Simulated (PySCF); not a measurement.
**CH2BBrN− (SMILES N#C[BH2-]Br): HF/def2-TZVPP (max memory mb 1860)**

We compute the charge distribution of CH2BBrN−. Input form: a Python script.

Program for the calculation: PySCF 2.14.0.

**1. The system as given**

CH2BBrN− has 6 atoms, charge -1, and is taken as a singlet. As SMILES, `N#C[BH2-]Br`. Geometry: relaxed at GFN2-xTB.

Bond lengths: N1–C2 1.154 Å, C2–B3 1.551 Å, B3–Br4 2.048 Å, B3–H5 1.208 Å, B3–H6 1.208 Å. Angles: N1–C2–B3 178.0°, C2–B3–Br4 108.2°, C2–B3–H5 110.2°, C2–B3–H6 110.2°, Br4–B3–H5 107.5°, Br4–B3–H6 107.8°, H5–B3–H6 112.7°.

**2. Energy and one-electron properties at HF/def2-TZVPP (max memory mb 1860)**

input.xyz reads:

```xyz
6

N      0.740290    -1.965160     0.802490
C      0.406340    -0.933840     0.406770
B      0.003860     0.473460    -0.105550
Br    -1.851880     0.335130    -0.960470
H      0.772500     0.842170    -0.961470
H     -0.071110     1.248240     0.818220
```

run.py reads:

```python
# N#C[BH2-]Br
import numpy
from pyscf import gto, scf, lo

mol = gto.M(
    atom='input.xyz',
    spin=0,
    max_memory=1860,
    charge=-1,
    verbose=3,
    basis='def2-tzvpp',
)

mf = mol.RHF()
mf.conv_tol = 1e-10
mf.kernel()
if not mf.converged:
    mf = mf.newton().run(mf.mo_coeff, mf.mo_occ)

e_final = mf.e_tot
print(f'total energy: {e_final:.8f} hartree')
dip = mf.dip_moment()
pop, q = mf.mulliken_pop()
quad = mf.quad_moment()
occ = mf.mo_coeff[:, mf.mo_occ > 0]
iaos = lo.vec_lowdin(lo.iao.iao(mol, occ), mf.get_ovlp())
c = iaos.T @ mf.get_ovlp() @ occ
pop_iao, q_iao = scf.hf.mulliken_pop(lo.iao.reference_mol(mol), (c * mf.mo_occ[mf.mo_occ > 0]) @ c.T, numpy.eye(c.shape[0]), verbose=0)
print('IAO charges', numpy.round(q_iao, 4))
```

The run is started by

```sh
$ OMP_NUM_THREADS=1 python run.py
```

The program printed:

```text
converged SCF energy = -2690.72368013653
total energy: -2690.72368014 hartree

WARN: System has nonzero charge -1; the dipole moment is origin-dependent.
Location of origin: [0. 0. 0.]

Dipole moment(X, Y, Z, Debye):  2.05939,  2.30845,  0.45513
 ** Mulliken pop  **
pop of  0 N 1s            0.82034
pop of  0 N 2s            1.15513
pop of  0 N 3s            0.58111
pop of  0 N 4s            0.83157
pop of  0 N 5s            0.22103
pop of  0 N 2px           0.40735
pop of  0 N 2py           0.56305
pop of  0 N 2pz           0.42143
pop of  0 N 3px           0.47953
pop of  0 N 3py           0.51781
pop of  0 N 3pz           0.48861
pop of  0 N 4px           0.26374
pop of  0 N 4py           0.22986
pop of  0 N 4pz           0.26705
pop of  0 N 3dxy          0.00279
pop of  0 N 3dyz          0.00292
pop of  0 N 3dz^2         0.00142
pop of  0 N 3dxz          0.00062
pop of  0 N 3dx2-y2       0.00290
pop of  0 N 4dxy          0.01282
pop of  0 N 4dyz          0.01186
pop of  0 N 4dz^2         0.00647
pop of  0 N 4dxz          0.00312
pop of  0 N 4dx2-y2       0.00944
pop of  0 N 4f-3          0.00070
pop of  0 N 4f-2          0.00038
pop of  0 N 4f-1          0.00072
pop of  0 N 4f+0          0.00017
pop of  0 N 4f+1          0.00009
pop of  0 N 4f+2          0.00043
pop of  0 N 4f+3          0.00054
pop of  1 C 1s            0.85783
[... 107 lines left out ...]
pop of  3 Br 4f+2         0.00091
pop of  3 Br 4f+3         0.00073
pop of  4 H 1s            0.25719
pop of  4 H 2s            0.54371
pop of  4 H 3s            0.30286
pop of  4 H 2px           0.00139
pop of  4 H 2py           0.00065
pop of  4 H 2pz           0.00154
pop of  4 H 3px           0.00489
pop of  4 H 3py           0.00539
pop of  4 H 3pz           0.00582
pop of  4 H 3dxy          0.00016
pop of  4 H 3dyz          0.00027
pop of  4 H 3dz^2         0.00025
pop of  4 H 3dxz          0.00025
pop of  4 H 3dx2-y2       0.00021
pop of  5 H 1s            0.25716
pop of  5 H 2s            0.54388
pop of  5 H 3s            0.30284
pop of  5 H 2px           0.00037
pop of  5 H 2py           0.00140
pop of  5 H 2pz           0.00180
pop of  5 H 3px           0.00367
pop of  5 H 3py           0.00642
pop of  5 H 3pz           0.00601
pop of  5 H 3dxy          0.00012
pop of  5 H 3dyz          0.00028
pop of  5 H 3dz^2         0.00030
pop of  5 H 3dxz          0.00023
pop of  5 H 3dx2-y2       0.00020
 ** Mulliken atomic charges  **
charge of    0N =     -0.30501
charge of    1C =     -0.07144
charge of    2B =      0.06522
charge of    3Br =     -0.43949
charge of    4H =     -0.12459
charge of    5H =     -0.12470
Traceless quadrupole moment (Debye*A):

IAO charges [-0.3966  0.0918 -0.2508 -0.3456 -0.0494 -0.0494]
```

Wall time 13 s (1 thread of Arm Neoverse V1, shared host); peak memory 0.9 GiB.

Atomic charges (e):

```
atom  Mulliken     IAO
  N1    -0.305  -0.397
  C2    -0.071  +0.092
  B3    +0.065  -0.251
 Br4    -0.440  -0.346
  H5    -0.125  -0.049
  H6    -0.125  -0.049
```

**3. Summary of results**

At HF/def2-TZVPP (max memory mb 1860):

| quantity | value |
| --- | --- |
| total energy | -2690.72368 Eh |
| HOMO energy | -5.62 eV |
| LUMO energy | 7.46 eV |
| HOMO–LUMO gap (to an unbound level, set by the basis) | 13.08 eV |
